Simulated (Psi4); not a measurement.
# doublet CH3BFNO+: levels of theory compared

We compute a comparison of 4 runs (U-r2SCAN/6-31G*, UM06-L/6-31G*, UPBE0/6-31G*, USVWN5/6-31G*) of doublet CH3BFNO+. 

Program for the calculation: Psi4 1.11.

## 1. The molecule

CH3BFNO+ has 8 atoms, charge +1, and is taken as a doublet. SMILES of the parent species: `NC1(F)BO1`. Geometry: relaxed at PBE0-D4/def2-TZVP. This is one conformer, not always the lowest. That shape belongs to the parent species and isn't relaxed for this state.

Bond lengths: N1–C2 1.387 Å, C2–F3 1.372 Å, C2–B4 1.510 Å, C2–O5 1.462 Å, B4–O5 1.335 Å, N1–H6 1.009 Å, N1–H7 1.013 Å, B4–H8 1.182 Å. Some angles: N1–C2–F3 113.8°, N1–C2–B4 127.1°, N1–C2–O5 115.3°, F3–C2–B4 118.6°, F3–C2–O5 108.3°, B4–C2–O5 53.3°, C2–B4–O5 61.5°, C2–O5–B4 65.2°, C2–N1–H6 112.2°, C2–N1–H7 112.6°.

## 2. Energy and forces at U-r2SCAN/6-31G(d) (spherical functions) (run 1)

calc.inp

```
memory 2.2 GB

molecule molecule1 {
  1 2
  N
  C 1 R2
  F 2 R3 1 A3
  B 2 R4 3 A4 1 D4
  O 4 R5 2 A5 3 D5
  H 1 R6 2 A6 3 D6
  H 1 R7 6 A7 2 D7
  H 4 R8 5 A8 2 D8

  R2 = 1.386838
  R3 = 1.372252
  A3 = 113.81735
  R4 = 1.510109
  A4 = 118.63327
  D4 = 172.80326
  R5 = 1.334943
  A5 = 61.48613
  D5 = 92.20994
  R6 = 1.009089
  A6 = 112.17406
  D6 = 84.90224
  R7 = 1.013371
  A7 = 110.34172
  D7 = 126.41103
  R8 = 1.182289
  A8 = 137.74032
  D8 = 178.17212
  units angstrom
  symmetry c1
  no_reorient
  no_com
}

set globals {
  basis 6-31G*
  reference uks
  puream true
  e_convergence 1e-09
  d_convergence 1e-08
  scf_type pk
  dft_radial_points 99
  dft_spherical_points 590
  maxiter 100
}

e_tot, wfn = gradient('r2scan', return_wfn=True)
oeprop(wfn, 'MULLIKEN_CHARGES', 'QUADRUPOLE', 'LOWDIN_CHARGES')
print_variables()
```

Run with:

```bash
$ psi4 calc.inp calc.out -n 1
```

calc.out:

```text
[...]
  Running in c1 symmetry.
[...]
  Nuclear repulsion =  167.411303475654478
[...]
  Multiplicity = 2
[...]
  Nalpha       = 19
  Nbeta        = 18
[...]
    Number of basis functions: 76
[...]
   @UKS iter   1:  -293.83567755630884    2.34229e-01   8.84814e-03 DIIS/ADIIS
[...]
   @UKS iter  20:  -294.03611942331378   -2.27374e-12   9.17315e-09 DIIS
[...]
   @S^2 Observed:                7.541672301E-01
[...]
  @UKS Final Energy:  -294.03611942331378
   => Energetics <=
    Nuclear Repulsion Energy =            167.4113034756544778
    One-Electron Energy =                -725.1980738626557468
    Two-Electron Energy =                 299.8384583830427346
    DFT Exchange-Correlation Energy =     -36.0878074193552223
    Empirical Dispersion Energy =           0.0000000000000000
    VV10 Nonlocal Energy =                  0.0000000000000000
    Total Energy =                       -294.0361194233137780
[...]
  -Total Gradient:
     Atom            X                  Y                   Z
    ------   -----------------  -----------------  -----------------
       1        0.002850839908     0.011953794931    -0.006072399339
       2       -0.026142559712     0.061072308091     0.003455767776
       3        0.000002349705    -0.023260018202     0.016203208095
       4       -0.012148538616    -0.042464088996    -0.041216782108
       5        0.020335666064    -0.007604913309     0.005952719021
       6        0.011067131504    -0.015799446336     0.016628386663
       7       -0.004045108790     0.013552634358     0.003174549450
       8        0.008258001548     0.002628461334     0.001838001072
[...]
 Multipole Moments:
 ------------------------------------------------------------------------------------
     Multipole            Electronic (a.u.)      Nuclear  (a.u.)        Total (a.u.)
 ------------------------------------------------------------------------------------
 L = 1.  Multiply by 2.5417464519 to convert [e a0] to [Debye]
 Dipole X            :          0.0852837           -0.9505592           -0.8652755
 Dipole Y            :         -0.7402213            1.1707035            0.4304822
 Dipole Z            :          2.4254300           -3.3453869           -0.9199569
 Magnitude           :                                                    1.3342928
 L = 2.  Multiply by 1.3450342976 to convert [e a0^2] to [Debye ang]
 Quadrupole XX       :        -52.1246144           34.9870708          -17.1375436
 Quadrupole XY       :        -14.1767052           12.6575363           -1.5191689
[...]
```

It took 56 s on 1 thread of Intel Xeon 6975P-C (Granite Rapids), shared host; peak memory 1.3 GiB.

## 3. Energy and forces at UM06-L/6-31G(d) (spherical functions) (run 2)

job.json

```json
{
  "schema_name": "qcschema_input",
  "schema_version": 1,
  "molecule": {
    "schema_name": "qcschema_molecule",
    "schema_version": 2,
    "symbols": ["N", "C", "F", "B", "O", "H", "H", "H"],
    "geometry": [-0.81447196, 2.17016148, 0.34884344, 0.10223418, -0.11565124, -0.54726469, 0.23073556, -0.25076666, -3.13373283, 0.63797154, -2.47024999, 0.97339793, 2.54527212, -0.89384046, 0.48244708, -2.72026076, 2.21116854, 0.3994881, -0.14229638, 3.66909224, -0.63532592, 0.33485947, -4.42781728, 2.00670017],
    "molecular_charge": 1,
    "molecular_multiplicity": 2,
    "fix_symmetry": "c1",
    "fix_com": true,
    "fix_orientation": true
  },
  "driver": "gradient",
  "model": {
    "method": "m06-l",
    "basis": "6-31G*"
  },
  "keywords": {
    "reference": "uks",
    "puream": true,
    "e_convergence": 1e-09,
    "d_convergence": 1e-08,
    "scf_type": "pk",
    "dft_radial_points": 99,
    "dft_spherical_points": 590,
    "maxiter": 100
  }
}
```

Run with:

```bash
$ psi4 --qcschema job.json -n 1 --memory 2200MB
```

stdout:

```text
[...]
  Running in c1 symmetry.
[...]
  Nuclear repulsion =  167.411286307521351
[...]
  Multiplicity = 2
[...]
  Nalpha       = 19
  Nbeta        = 18
[...]
    Number of basis functions: 76
[...]
   @UKS iter   1:  -293.96059579039229    1.74931e-01   8.68069e-03 DIIS/ADIIS
[...]
   @UKS iter  18:  -294.15344474514626   -2.84217e-12   8.53867e-09 DIIS
[...]
   @S^2 Observed:                7.532294425E-01
[...]
  @UKS Final Energy:  -294.15344474514626
   => Energetics <=
    Nuclear Repulsion Energy =            167.4112863075213511
    One-Electron Energy =                -725.1970607776009956
    Two-Electron Energy =                 299.8559269294656815
    DFT Exchange-Correlation Energy =     -36.2235972045322896
    Empirical Dispersion Energy =           0.0000000000000000
    VV10 Nonlocal Energy =                  0.0000000000000000
    Total Energy =                       -294.1534447451462597
[...]
 Multipole Moments:
 ------------------------------------------------------------------------------------
     Multipole            Electronic (a.u.)      Nuclear  (a.u.)        Total (a.u.)
 ------------------------------------------------------------------------------------
 L = 1.  Multiply by 2.5417464519 to convert [e a0] to [Debye]
 Dipole X            :        -18.5879468           18.0130584           -0.5748884
 Dipole Y            :          5.9811919           -5.8092072            0.1719847
 Dipole Z            :         18.6849481          -18.5478509            0.1370972
 Magnitude           :                                                    0.6155250
[...]
  -Total Gradient:
     Atom            X                  Y                   Z
    ------   -----------------  -----------------  -----------------
       1        0.001819765869     0.003459017932     0.014392952578
       2       -0.023087554704    -0.025870654283     0.052175676504
       3        0.003402549198    -0.006910073804    -0.030938834993
       4       -0.030347101379     0.042384638443    -0.024515519112
       5        0.027935908312     0.005286801528    -0.006739298713
       6        0.012882130776    -0.005788620278    -0.019802948674
       7       -0.000319767757    -0.007758740918     0.010660343596
       8        0.007756309653    -0.004826224011     0.004768978077
[...]
```

The result, in JSON:

```text
{
 "driver": "gradient",
 "model": {
  "method": "m06-l",
  "basis": "6-31G*"
 },
 "success": true,
 "return_result": [0.0018197658689282081, 0.003459017931762509, 0.014392952578039853, -0.023087554703783653, -0.025870654283233558, 0.052175676504237295, 0.003402549198208177, -0.00691007380412104, -0.03093883499298994, -0.030347101379244013, 0.04238463844339602, -0.02451551911236366, 0.02793590831175885, 0.005286801527859264, -0.006739298712948545, 0.012882130775523748, -0.0057886202784201, -0.019802948673743704, -0.000319767756507619, -0.00775874091835152, 0.010660343595522315, 0.007756309653144305, -0.004826224011426933, 0.004768978076661434],
 "properties": {
  "calcinfo_nbasis": 76,
  "calcinfo_nmo": 76,
  "calcinfo_nalpha": 19,
  "calcinfo_nbeta": 18,
  "calcinfo_natom": 8,
  "nuclear_repulsion_energy": 167.41128630752135,
  "return_energy": -294.15344474514626,
  "return_gradient": [0.0018197658689282081, 0.003459017931762509, 0.014392952578039853, -0.023087554703783653, -0.025870654283233558, 0.052175676504237295, 0.003402549198208177, -0.00691007380412104, -0.03093883499298994, -0.030347101379244013, 0.04238463844339602, -0.02451551911236366, 0.02793590831175885, 0.005286801527859264, -0.006739298712948545, 0.012882130775523748, -0.0057886202784201, -0.019802948673743704, -0.000319767756507619, -0.00775874091835152, 0.010660343595522315, 0.007756309653144305, -0.004826224011426933, 0.004768978076661434],
  "scf_one_electron_energy": -725.197060777601,
  "scf_two_electron_energy": 299.8559269294657,
  "scf_xc_energy": -36.22359720453229,
  "scf_dipole_moment": [-0.5748883764323764, 0.1719847252936244, 0.13709718438972374],
  "scf_total_energy": -294.15344474514626,
  "scf_total_gradient": [0.0018197658689282081, 0.003459017931762509, 0.014392952578039853, -0.023087554703783653, -0.025870654283233558, 0.052175676504237295, 0.003402549198208177, -0.00691007380412104, -0.03093883499298994, -0.030347101379244013, 0.04238463844339602, -0.02451551911236366, 0.02793590831175885, 0.005286801527859264, -0.006739298712948545, 0.012882130775523748, -0.0057886202784201, -0.019802948673743704, -0.000319767756507619, -0.00775874091835152, 0.010660343595522315, 0.007756309653144305, -0.004826224011426933, 0.004768978076661434],
  "scf_iterations": 18
 }
}
```

Run time: 44 s. Hardware: 1 thread of Intel Xeon 6975P-C (Granite Rapids), shared host; peak memory 1.3 GiB.

Run 3 isn't shown in full; the table further down has it.

## 4. Energy and forces at USVWN5/6-31G(d) (spherical functions) (run 4)

ch3bfno.dat

```
memory 2200 MB

molecule {
  1 2
  N     -0.431000     1.148400     0.184600
  C      0.054100    -0.061200    -0.289600
  F      0.122100    -0.132700    -1.658300
  B      0.337600    -1.307200     0.515100
  O      1.346900    -0.473000     0.255300
  H     -1.439500     1.170100     0.211400
  H     -0.075300     1.941600    -0.336200
  H      0.177200    -2.343100     1.061900
  units angstrom
  symmetry c1
  no_reorient
  no_com
}

set {
  basis 6-31G*
  reference uks
  puream true
  e_convergence 1e-09
  d_convergence 1e-08
  scf_type pk
  dft_radial_points 99
  dft_spherical_points 590
  maxiter 100
}

energy_value, wavefunction = gradient("scf", dft_functional={"name": "SVWN5", "x_functionals": {"LDA_X": {}}, "c_functionals": {"LDA_C_VWN": {}}}, return_wfn=True)
oeprop(wavefunction, "DIPOLE", "QUADRUPOLE", "LOWDIN_CHARGES", title="SCF")
```

Run with:

```bash
$ psi4 -n 1 ch3bfno.dat ch3bfno.out
```

ch3bfno.out:

```text
[...]
  Running in c1 symmetry.
[...]
  Nuclear repulsion =  167.411286225685387
[...]
  Multiplicity = 2
[...]
  Nalpha       = 19
  Nbeta        = 18
[...]
    Number of basis functions: 76
[...]
   @UKS iter   1:  -291.65009258230225    4.18215e-01   1.05028e-02 DIIS/ADIIS
[...]
   @UKS iter  18:  -291.94066680103151   -1.85310e-11   1.27152e-09 DIIS
[...]
   @S^2 Observed:                7.509879436E-01
[...]
  @UKS Final Energy:  -291.94066680103151
   => Energetics <=
    Nuclear Repulsion Energy =            167.4112862256853873
    One-Electron Energy =                -725.0921283051835644
    Two-Electron Energy =                 299.6702073581940340
    DFT Exchange-Correlation Energy =     -33.9300320797272903
    Empirical Dispersion Energy =           0.0000000000000000
    VV10 Nonlocal Energy =                  0.0000000000000000
    Total Energy =                       -291.9406668010315116
[...]
  -Total Gradient:
     Atom            X                  Y                   Z
    ------   -----------------  -----------------  -----------------
       1       -0.005814650048     0.016650477228     0.013487461960
       2       -0.020974451210    -0.036164976781     0.056358548534
       3        0.004249685245    -0.006021851537    -0.035762790462
       4       -0.031793447339     0.033686021980    -0.019837309589
       5        0.027593132323     0.005314014698    -0.006983092657
       6        0.023101154840    -0.004973696570    -0.020414298570
       7       -0.005318743949    -0.015679464900     0.014651257444
       8        0.008949746034     0.007192506943    -0.001505901517
[...]
 Multipole Moments:
 ------------------------------------------------------------------------------------
     Multipole            Electronic (a.u.)      Nuclear  (a.u.)        Total (a.u.)
 ------------------------------------------------------------------------------------
 L = 1.  Multiply by 2.5417464519 to convert [e a0] to [Debye]
 Dipole X            :        -18.5359593           18.0130584           -0.5229009
 Dipole Y            :          5.9616929           -5.8092071            0.1524858
 Dipole Z            :         18.6489574          -18.5478509            0.1011065
 Magnitude           :                                                    0.5539854
 L = 2.  Multiply by 1.3450342976 to convert [e a0^2] to [Debye ang]
 Quadrupole XX       :        -83.3396862           66.5799305          -16.7597558
 Quadrupole XY       :         44.5680240          -47.0644715           -2.4964475
[...]
```

Wall time 16 s (1 thread of Intel Xeon 6975P-C (Granite Rapids), shared host); peak memory 0.51 GiB.

## 5. The series

| run | level | energy (Eh) | HOMO energy (eV) | LUMO energy (eV) | ⟨S²⟩ | wall time |
| --- | --- | --- | --- | --- | --- | --- |
| 1 | U-r2SCAN/6-31G* (spherical functions) | -294.036119 | -13.94 | -13.53 | 0.754 | 56 s |
| 2 | UM06-L/6-31G* (spherical functions) | -294.153445 | -14.02 | -13.62 | 0.753 | 44 s |
| 3 | UPBE0/6-31G* (spherical functions) | -293.862491 | -14.94 | -12.78 | 0.756 | 24 s |
| 4 | USVWN5/6-31G* (spherical functions) | -291.940667 | -13.90 | -13.70 | 0.751 | 16 s |

## 6. What came out

```
                                 quantity          value
                      run 4: total energy  -291.94067 Eh
run 4: HOMO energy (highest over α and β)      -13.90 eV
 run 4: LUMO energy (lowest over α and β)      -13.70 eV
                              run 4: ⟨S²⟩          0.751
          run 4: largest force on an atom     3.608 eV/Å
```

What this shows: Totals of different functionals can't be ranked against each other. All runs together took 2.3 min, the longest 56 s.
